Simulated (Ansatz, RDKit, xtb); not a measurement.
**C5H6FGeN: which of the isomers drawn lies lowest?**

Which of a sample of isomers of C5H6FGeN is the most stable in the gas at 298.15 K, and what are its properties? The sample is small against all isomers, and the most stable one of this formula need not be in it.

The funnel: GFN2-xTB relaxations, single points with a density functional, relaxations at PBE0-D3(BJ)/def2-SVP, harmonic vibrations (at GFN2-xTB), and a last energy at a higher level. All values are calculated.

## 1. Candidates

Isomers were taken from a list of plausible structures; this is a sample, not all of them. That gives 5 candidates.

```
label                       SMILES     spin
 c314  N#C/C=[C]1/C[C@H](F)[GeH2]1  singlet
 c354          Fc1cc[c]([GeH3])nc1  singlet
 c370      N#[C][GeH2][C]1(CF)C=C1  singlet
 c750          [F][GeH2][c]1ccncc1  singlet
 c849    C=[CH][GeH2]/[C](C#N)=C/F  singlet
```

Candidates are built by distance geometry, with a force field where one applies, in up to four conformers (letters a to d).

## 2. First filter: tight binding

All 8 starts are relaxed the same way. One of them, c370b (taken from a list of plausible isomers, embedded by distance geometry and UFF), in full:

Input file start.xyz:

```xyz
14
c370b
C      0.382980     2.570021    -0.752162
C     -0.307960    -0.393120     0.088645
C      0.034607    -1.747230     0.664586
C     -1.629851     0.054815     0.412904
C     -1.256514    -0.400644    -0.939619
F      1.041271    -2.345254    -0.146778
Ge     1.014062     0.979079     0.016866
N     -0.102024     3.548996    -1.201756
H      1.604495     1.275042     1.380897
H      2.210241     0.512110    -0.930938
H     -0.820088    -2.418601     0.668527
H      0.454194    -1.646961     1.666444
H     -2.258938     0.448629     1.131243
H     -1.526183    -0.616215    -1.987590
```

Started as:

```sh
$ xtb start.xyz --gfn 2 --opt
```

Output (excerpt; [...] marks lines left out):

```text
* xtb version 6.7.1
[...]
          :  # basis functions                  44          :
[...]
          :  # electrons                        42          :
[...]
          :  Hamiltonian                  GFN2-xTB          :
[...]
          :  net charge                          0          :
          :  unpaired electrons                  0          :
[...]
   *** convergence criteria satisfied after 14 iterations ***
[...]
   *** GEOMETRY OPTIMIZATION CONVERGED AFTER 25 ITERATIONS ***
[...]
   *** convergence criteria satisfied after 3 iterations ***
[...]
         ::                     SUMMARY                     ::
         :::::::::::::::::::::::::::::::::::::::::::::::::::::
         :: total energy             -23.184641545184 Eh    ::
         :: gradient norm              0.000420897019 Eh/a0 ::
         :: HOMO-LUMO gap              4.305505194501 eV    ::
         ::.................................................::
         :: SCC energy               -23.503348108860 Eh    ::
         :: -> isotropic ES            0.015193448204 Eh    ::
         :: -> anisotropic ES          0.002216021499 Eh    ::
         :: -> anisotropic XC          0.021671195652 Eh    ::
         :: -> dispersion             -0.010354004390 Eh    ::
         :: repulsion energy           0.318706563676 Eh    ::
         :: add. restraining           0.000000000000 Eh    ::
         :: total charge              -0.000000000000 e     ::
         :::::::::::::::::::::::::::::::::::::::::::::::::::::
[...]
        21        2.0000           -0.4032713             -10.9736 (HOMO)
        22                         -0.2450469              -6.6681 (LUMO)
[...]
     #   Z          covCN         q      C6AA      α(0)
     1   6          1.805     0.052    29.875     8.833
     2   6          3.816    -0.036    21.199     6.553
     3   6          3.638     0.097    19.333     6.325
     4   6          2.888    -0.036    28.890     8.812
     5   6          2.889    -0.034    28.834     8.804
     6   9          0.804    -0.220    11.447     3.997
     7  32          3.714     0.131   169.179    23.352
     8   7          0.912    -0.205    25.448     7.295
     9   1          0.938     0.005     2.962     2.691
    10   1          0.938     0.011     2.868     2.648
    11   1          0.924     0.047     2.361     2.403
    12   1          0.924     0.048     2.340     2.392
    13   1          0.927     0.069     2.095     2.263
    14   1          0.927     0.070     2.083     2.257
[...]
     #   Z sym  total        # sym  WBO       # sym  WBO       # sym  WBO
 ---------------------------------------------------------------------------
     1   6      3.888 --     8      2.903     7      0.861
     2   6      3.895 --     3      0.992     4      0.941     5      0.937
                             7      0.829
     3   6      3.882 --     2      0.992    12      0.972    11      0.971
                             6      0.923
     4   6      3.951 --     5      1.980    13      0.960     2      0.941
     5   6      3.951 --     4      1.980    14      0.960     2      0.937
     6   9      1.094 --     3      0.923     7      0.117
     7  32      3.633 --     1      0.861     9      0.844    10      0.842
                             2      0.829     6      0.117
     8   7      3.036 --     1      2.903
     9   1      1.000 --     7      0.844
    10   1      1.000 --     7      0.842
[...]
molecular dipole:
                 x           y           z       tot (Debye)
 q only:       -0.545      -0.816       0.274
   full:       -0.741      -1.383       0.435       4.139
molecular quadrupole (traceless):
[...]
          | TOTAL ENERGY              -23.184641545184 Eh   |
          | GRADIENT NORM               0.000420897019 Eh/α |
          | HOMO-LUMO GAP               4.305505194501 eV   |
           -------------------------------------------------
[...]
```

It took 0.18 s on 4 threads of Arm Neoverse V1, shared host.

## 3. Distinct minima at GFN2-xTB

8 of the 8 relaxations converged. 8 distinct structures remain:

```
label  start                 SMILES after     spin  energy (kcal/mol)
c750a  drawn          [F][GeH2][c]1ccncc1  singlet                0.0
c354a  drawn          Fc1cc[c]([GeH3])nc1  singlet               27.5
c314a  drawn  N#C/C=[C]1/C[C@H](F)[GeH2]1  singlet               77.8
c849a  drawn    C=[CH][GeH2]/[C](C#N)=C/F  singlet               90.0
c849b  drawn    C=[CH][GeH2]/[C](C#N)=C/F  singlet               90.2
c370b  drawn      N#[C][GeH2][C]1(CF)C=C1  singlet              110.8
c370a  drawn      N#[C][GeH2][C]1(CF)C=C1  singlet              111.0
c370c  drawn      N#[C][GeH2][C]1(CF)C=C1  singlet              114.0
```

## 4. Single points on the low minima

A choice of the minima (the low ones first, few conformers of a pattern, up to a cap) and the lowest that fell apart get a single point at r2SCAN-D4/def2-SVP on the tight-binding geometry, and one at HF/STO-3G for comparison. The lowest singlets are also tried as triplets at the same geometry (label ending in t). The first, c750a:

Input file input.yaml:

```yaml
crystal:
  periodic: [false, false, false]
  atoms:
    - {symbol: C, position_ang: [-1.596556, 0.453643, 1.033359]}
    - {symbol: C, position_ang: [-2.385010, 1.087370, 0.081379]}
    - {symbol: C, position_ang: [-2.938260, 2.320840, 0.389770]}
    - {symbol: C, position_ang: [-2.003826, 2.327421, 2.455721]}
    - {symbol: C, position_ang: [-1.403372, 1.094570, 2.250634]}
    - {symbol: F, position_ang: [-2.015346, -2.476761, 1.216182]}
    - {symbol: Ge, position_ang: [-0.813003, -1.315743, 0.684671]}
    - {symbol: "N", position_ang: [-2.751365, 2.928656, 1.547555]}
    - {symbol: H, position_ang: [0.360936, -1.683818, 1.554830]}
    - {symbol: H, position_ang: [-0.668004, -1.681786, -0.769907]}
    - {symbol: H, position_ang: [-2.561523, 0.623388, -0.880057]}
    - {symbol: H, position_ang: [-3.559850, 2.849823, -0.321311]}
    - {symbol: H, position_ang: [-1.879921, 2.862192, 3.388858]}
    - {symbol: H, position_ang: [-0.796503, 0.637510, 3.021001]}
basis:
  gaussian:
    orbitals: def2-SVP
hamiltonian:
  xc: r2scan
  dispersion: d4
scf:
  lower_state_search: "off"
```

Started as:

```sh
$ ansatz run input.yaml --threads 4 --pin off --max-ram 7830MiB --events-out events.jsonl --progress --plain --runs-dir runs
```

Output (excerpt; [...] marks lines left out):

```text
Warning: RAYON_NUM_THREADS=4 ignored (pool sized by the plan → 4); use --threads N
Functional definition: r2SCAN
  name "r2SCAN"
[...]
1809 factors; their error is unknown
[...]
mean field -65988.81975911 eV, -2425.0443973189 hartree, gradient 8.0e-6 eV, S^2 0.000000; 0 other end points of the search recorded, 0 dependent functions left out
reference -65988.81977050 eV, -2425.0443977372 hartree; 42, 42 occupied and 118, 118 virtual orbitals, 1809 factors
Total energy: -65988.92322612 eV, -2425.0481996613 hartree
Checks for a lower state left out: stability, starts, cluster_reference, orbital_swaps, neighbouring_geometries, increment
```

It took 2.6 s on 4 threads of Arm Neoverse V1, shared host; peak memory 0.23 GiB.

Relative energies in kcal/mol, each column from its lowest structure that stays in one piece:

```
 label                       SMILES     spin  GFN2-xTB  HF/STO-3G  r2SCAN-D4/def2-SVP
 c750a          [F][GeH2][c]1ccncc1  singlet       0.0        0.6                 0.0
 c354a          Fc1cc[c]([GeH3])nc1  singlet      27.5        0.0                27.5
 c849a    C=[CH][GeH2]/[C](C#N)=C/F  singlet      90.0       40.1                65.3
 c314a  N#C/C=[C]1/C[C@H](F)[GeH2]1  singlet      77.8       26.9                68.0
c750at          [F][GeH2][c]1ccncc1  triplet         –          –                85.0
c354at          Fc1cc[c]([GeH3])nc1  triplet         –          –               115.1
c849at    C=[CH][GeH2]/[C](C#N)=C/F  triplet         –          –               148.1
```

## 5. Relaxing the best candidates

3 candidates are relaxed at PBE0-D3(BJ)/def2-SVP (chosen among the lowest in one piece). The first, c750a:

input.yaml: that of step 4 with these lines changed.

```diff
@@ -21,5 +21,7 @@
 hamiltonian:
-  xc: r2scan
-  dispersion: d4
+  xc: {name: PBE0}
+  dispersion: d3bj
 scf:
   lower_state_search: "off"
+relax:
+  f_tol: 0.006
```

Started as:

```sh
$ ansatz run input.yaml --threads 4 --pin off --max-ram 7830MiB --events-out events.jsonl --progress --plain --runs-dir runs
```

Output (excerpt; [...] marks lines left out):

```text
Warning: RAYON_NUM_THREADS=4 ignored (pool sized by the plan → 4); use --threads N
[...]
Functional definition: PBE0
  name "PBE0"
[...]
1809 factors; integrals over basis functions are off by at most 3.2e-4 eV
[...]
mean field -65976.45737428 eV, -2424.5900880558 hartree, gradient 3.0e-6 eV, S^2 0.000000; 0 other end points of the search recorded, 0 dependent functions left out
[...]
reference -65976.45740509 eV, -2424.5900891880 hartree; 42, 42 occupied and 118, 118 virtual orbitals, 1809 factors
relax step   1: F+E_penalty+E_count = -65976.80410185 eV  Δ(F+E_penalty+E_count) = +0.000e0 eV  max|allowed force component| = 1.006e0 eV/Å  Δτ_max = 0.0000 Å  (17 SCF iters, accepted)
[...]
relax step   6: F+E_penalty+E_count = -65976.90449808 eV  Δ(F+E_penalty+E_count) = -7.556e-5 eV  max|allowed force component| = 9.212e-3 eV/Å  Δτ_max = 0.0045 Å  (15 SCF iters, accepted)
[...]
Atom 5 at    -2.028035    -2.537072     1.225843 Å, force     0.000387     0.000419     0.000022 eV/Å
Atom 6 at    -0.863504    -1.342268     0.707191 Å, force    -0.000796    -0.000365     0.000265 eV/Å
Atom 7 at    -2.725588     2.943379     1.536136 Å, force     0.000026     0.000367     0.000201 eV/Å
Atom 8 at     0.390153    -1.579591     1.561242 Å, force    -0.000202     0.000197    -0.000887 eV/Å
Atom 9 at    -0.659187    -1.580749    -0.795725 Å, force     0.000219     0.000083     0.000726 eV/Å
Atom 10 at    -2.597390     0.607740    -0.892419 Å, force    -0.000049     0.000119    -0.000248 eV/Å
Atom 11 at    -3.536240     2.848513    -0.362722 Å, force     0.000012     0.000045     0.000013 eV/Å
Atom 12 at    -1.835686     2.859401     3.399707 Å, force    -0.000211     0.000035    -0.000176 eV/Å
Atom 13 at    -0.813253     0.618947     3.055825 Å, force     0.000052    -0.000002     0.000294 eV/Å
Dipole moment:     0.383768     0.053495    -0.171149 e Å
Checks for a lower state left out: stability, starts, cluster_reference, orbital_swaps, neighbouring_geometries, increment
```

Wall time 24 s (4 threads of Arm Neoverse V1, shared host); peak memory 0.47 GiB.

Energy change by step (eV): 0.0000, -0.0906, -0.0984, -0.0999, -0.1003, -0.1004, -0.1004.

After the run. Bond lengths: C1–C2 1.399 Å, C2–C3 1.395 Å, C1–C5 1.399 Å, C4–C5 1.395 Å, C1–Ge7 1.939 Å, F6–Ge7 1.747 Å, C3–N8 1.330 Å, C4–N8 1.330 Å, Ge7–H9 1.535 Å, Ge7–H10 1.535 Å, C2–H11 1.093 Å, C3–H12 1.096 Å, C4–H13 1.096 Å, C5–H14 1.093 Å. Some angles: C1–C2–C3 118.9°, C2–C1–C5 117.5°, C2–C1–Ge7 121.3°, C5–C1–Ge7 121.3°, C2–C3–N8 123.4°, C1–C5–C4 118.9°, C5–C4–N8 123.4°, C1–Ge7–F6 107.8°, C3–N8–C4 117.8°, C1–C2–H11 121.3°.

## 6. The relaxed candidates

```
label     spin  r2SCAN-D4/def2-SVP (kcal/mol)  PBE0-D3(BJ)/def2-SVP, relaxed (kcal/mol)  time
c750a  singlet                            0.0                                       0.0  24 s
c354a  singlet                           27.5                                      26.9  60 s
c849a  singlet                           65.3                                      66.9  49 s
```

c750a: Bond lengths: C1–C2 1.399 Å, C2–C3 1.395 Å, C1–C5 1.399 Å, C4–C5 1.395 Å, C1–Ge7 1.939 Å, F6–Ge7 1.747 Å, C3–N8 1.330 Å, C4–N8 1.330 Å, Ge7–H9 1.535 Å, Ge7–H10 1.535 Å, C2–H11 1.093 Å, C3–H12 1.096 Å, C4–H13 1.096 Å, C5–H14 1.093 Å. Some angles: C1–C2–C3 118.9°, C2–C1–C5 117.5°, C2–C1–Ge7 121.3°, C5–C1–Ge7 121.3°, C2–C3–N8 123.4°, C1–C5–C4 118.9°, C5–C4–N8 123.4°, C1–Ge7–F6 107.8°, C3–N8–C4 117.8°, C1–C2–H11 121.3°.

c354a: Bond lengths: C1–C2 1.386 Å, C2–C3 1.393 Å, C3–C4 1.400 Å, C1–C5 1.394 Å, C1–F6 1.328 Å, C4–Ge7 1.957 Å, C4–N8 1.339 Å, C5–N8 1.326 Å, C2–H9 1.092 Å, C3–H10 1.093 Å, Ge7–H11 1.542 Å, Ge7–H12 1.537 Å, Ge7–H13 1.537 Å, C5–H14 1.096 Å. Some angles: C1–C2–C3 117.4°, C2–C1–C5 120.0°, C2–C1–F6 120.4°, C5–C1–F6 119.6°, C2–C3–C4 119.5°, C3–C4–Ge7 123.1°, C3–C4–N8 121.8°, Ge7–C4–N8 115.1°, C1–C5–N8 122.0°, C4–N8–C5 119.3°.

c849a: Bond lengths: C1–C2 1.335 Å, C3–C4 1.422 Å, C3–C5 1.341 Å, C5–F6 1.316 Å, C2–Ge7 1.934 Å, C3–Ge7 1.961 Å, C4–N8 1.161 Å, C1–H9 1.096 Å, C1–H10 1.096 Å, C2–H11 1.097 Å, Ge7–H12 1.542 Å, Ge7–H13 1.537 Å, C5–H14 1.095 Å. Some angles: C1–C2–Ge7 123.3°, C3–C4–N8 176.9°, C4–C3–C5 120.7°, C4–C3–Ge7 119.3°, C5–C3–Ge7 119.9°, C3–C5–F6 123.2°, C2–Ge7–C3 108.7°, C1–C2–H11 119.1°, Ge7–C2–H11 117.6°, C2–C1–H9 122.3°.

[end of part 1 of 2]
